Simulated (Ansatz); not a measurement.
**CCl₂InN: one species, many methods**

How much do the methods differ for CCl₂InN? The plan is to run it at one geometry with functionals of several rungs and with coupled cluster, and see how far each lands from CCSD(T) at the basis-set limit for the atomisation energy.

Computed with Ansatz 0.2.0, Gaussian basis. Level: functionals in def2-TZVPP, the program's frozen cores in correlated methods.

Plan: LDA (SPW92), PBE-D4, revPBE-D4, BLYP-D4, r2SCAN-D4, B97M-V, PBE0-D4, B3LYP-D4, r2SCANh-D4, r2SCAN0-D4, HSE06-D4, BHLYP-D4, CAM-B3LYP-D4, LC-ωPBE, ωB97X-V, ωB97M-V, B2PLYP, PBE-QIDH; CCSD(T)/def2-SVP; CCSD(T)/def2-TZVPP; MP2/def2-QZVPP; extrapolation to the limit; RPA on PBE.

**1. The relaxed structure**

All runs share one geometry, relaxed beforehand with PBE0-D4 in a triple-zeta def2 set. In takes the def2 core potential; no spin-orbit term is included.

SMILES `N#[C][In]([Cl])[Cl]`, 5 atoms, charge 0, spin multiplicity 1.

Atoms are counted from 1 here; the program's logs count them from 0.

Bond lengths: N1–C2 1.152 Å, C2–In3 2.090 Å, In3–Cl4 2.288 Å, In3–Cl5 2.288 Å. Angles: N1–C2–In3 179.8°, C2–In3–Cl4 120.7°, C2–In3–Cl5 120.7°, Cl4–In3–Cl5 118.6°.

**2. LDA**

This LDA is Slater exchange with PW92 correlation.

Input file in.yaml:

```yaml
crystal:
  periodic: [false, false, false]
  atoms:
    - {symbol: N, position_ang: [0.982005, -1.467544, 1.974236]}
    - {symbol: C, position_ang: [0.557916, -0.832137, 1.111348]}
    - {symbol: In, position_ang: [-0.210388, 0.315025, -0.457390]}
    - {symbol: Cl, position_ang: [-1.894662, -0.494016, -1.778652]}
    - {symbol: Cl, position_ang: [0.615029, 2.404871, -0.890942]}
basis:
  gaussian: {orbitals: def2-TZVPP}
hamiltonian: {xc: lda}
output: {orbitals: {seedname: orbitals}}
```

After this run come: PBE-D4 (GGA); revPBE-D4 (GGA); BLYP-D4 (GGA); r2SCAN-D4 (meta-GGA); B97M-V (meta-GGA); PBE0-D4 (hybrid); B3LYP-D4 (hybrid); r2SCANh-D4 (hybrid); r2SCAN0-D4 (hybrid); HSE06-D4 (hybrid); BHLYP-D4 (hybrid); CAM-B3LYP-D4 (range-separated); LC-ωPBE-D4 (range-separated); ωB97X-V (range-separated); ωB97M-V (range-separated); B2PLYP (double hybrid); PBE-QIDH (double hybrid); CCSD(T) in def2-SVP; CCSD(T) in def2-TZVPP; MP2 in def2-QZVPP; RPA on PBE orbitals.

Before running them: what should the planned runs give, taken together? Wanted: atomisation energy, CCSD(T)/CBS; farthest beyond LDA; mean size of error, GGA; mean size of error, meta-GGA; mean size of error, hybrid; mean size of error, range-separated; mean size of error, double hybrid; gap, smallest and largest; T1 diagnostic.

As calculated:

```
                               quantity                                                                                 value
        atomisation energy, CCSD(T)/CBS                                                                             18.409 eV
    functionals within 0.184 eV (1.0 %)  revPBE-D4, r2SCAN-D4, B97M-V, PBE0-D4, HSE06-D4, LC-ωPBE, ωB97X-V, ωB97M-V, PBE-QIDH
                    farthest beyond LDA                                                                  BHLYP-D4 (-1.289 eV)
                mean size of error, GGA                                                                              0.324 eV
           mean size of error, meta-GGA                                                                              0.088 eV
             mean size of error, hybrid                                                                              0.479 eV
    mean size of error, range-separated                                                                              0.143 eV
      mean size of error, double hybrid                                                                              0.246 eV
              gap, smallest and largest                                             4.57 eV (LDA (SPW92)), 11.89 eV (LC-ωPBE)
                          T1 diagnostic                                                                                0.0138
triples share of the correlation energy                                                                                 4.3 %
```

LDA overbinds by 3.068 eV (17 %). PBE-D4 misses by +0.671 eV. Double hybrids carry the basis error of their MP2 part in triple zeta, and no dispersion term here, so their miss is partly the set-up's. The rungs meta-GGA, range-separated miss on average by less than the doubt on the reference (0.184 eV), so they tie. The reference freezes the cores and leaves out spin-orbit coupling and excitations past (T), and its outer-core shells are covered unevenly, so misses under about 0.184 eV can't be ranked. All levels share the lack of spin-orbit coupling, which lowers the free heavy atoms and so the true binding. Hartree-Fock recovers 65 % of the binding; the rest is correlation. CCSD(T) in def2-SVP is off by -1.414 eV, worse than the median functional, from the basis alone. The gap grows from 4.6 to 11.9 eV across the functionals, mostly with the share of exact exchange. Correlated methods include outer-core shells of In, which these sets cover unevenly.
